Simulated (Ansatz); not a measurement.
# Ge2H6: the cost of one run

All numbers below are computed with Ansatz 0.2.0 (RHF/def2-SVP).

## Step 1: Starting point

Bond lengths: Ge1–H2 1.550 Å, Ge1–H3 1.550 Å, Ge1–H4 1.549 Å, Ge1–Ge5 2.398 Å, Ge5–H6 1.550 Å, Ge5–H7 1.550 Å, Ge5–H8 1.550 Å. Angles: H2–Ge1–H3 109.5°, H2–Ge1–H4 109.5°, H2–Ge1–Ge5 109.5°, H3–Ge1–H4 109.5°, H3–Ge1–Ge5 109.5°, H4–Ge1–Ge5 109.5°, Ge1–Ge5–H6 109.5°, Ge1–Ge5–H7 109.5°, Ge1–Ge5–H8 109.5°, H6–Ge5–H7 109.4°, H6–Ge5–H8 109.4°, H7–Ge5–H8 109.4°.

Structure file:

```xyz
8

Ge    0.0000    0.0000    0.0000
H     0.0000    0.0000    1.5500
H     1.4616    0.0000   -0.5162
H    -0.7300    1.2648   -0.5162
Ge   -1.1304   -1.9584   -0.7992
H    -1.8281   -2.6730    0.3861
H    -2.1918   -1.5497   -1.8522
H    -0.1029   -2.9200   -1.4487
```

## Step 2: Relaxing the start

Input file input.yaml:

```yaml
crystal:
  periodic: [false, false, false]
  atoms:
    - { symbol: Ge, position_ang: [0.0, 0.0, 0.0] }
    - { symbol: H, position_ang: [0.0, 0.0, 1.55] }
    - { symbol: H, position_ang: [1.4616, 0.0, -0.5162] }
    - { symbol: H, position_ang: [-0.73, 1.2648, -0.5162] }
    - { symbol: Ge, position_ang: [-1.1304, -1.9584, -0.7992] }
    - { symbol: H, position_ang: [-1.8281, -2.673, 0.3861] }
    - { symbol: H, position_ang: [-2.1918, -1.5497, -1.8522] }
    - { symbol: H, position_ang: [-0.1029, -2.92, -1.4487] }
basis:
  gaussian: { orbitals: def2-SVP }
hamiltonian:
  xc: hf
relax:
  f_tol: 0.02
  max_steps: 40
```

Started as:

```bash
ansatz run input.yaml --threads 1 --pin off --max-ram 2048MiB --backend cpu --events-out ev --progress --plain --runs-dir out
```

What time and memory should one allow on 1 thread of Intel Xeon Platinum 8375C at 2.90GHz (Ice Lake), shared host?

About 32 s, with a peak of 0.22 GiB.
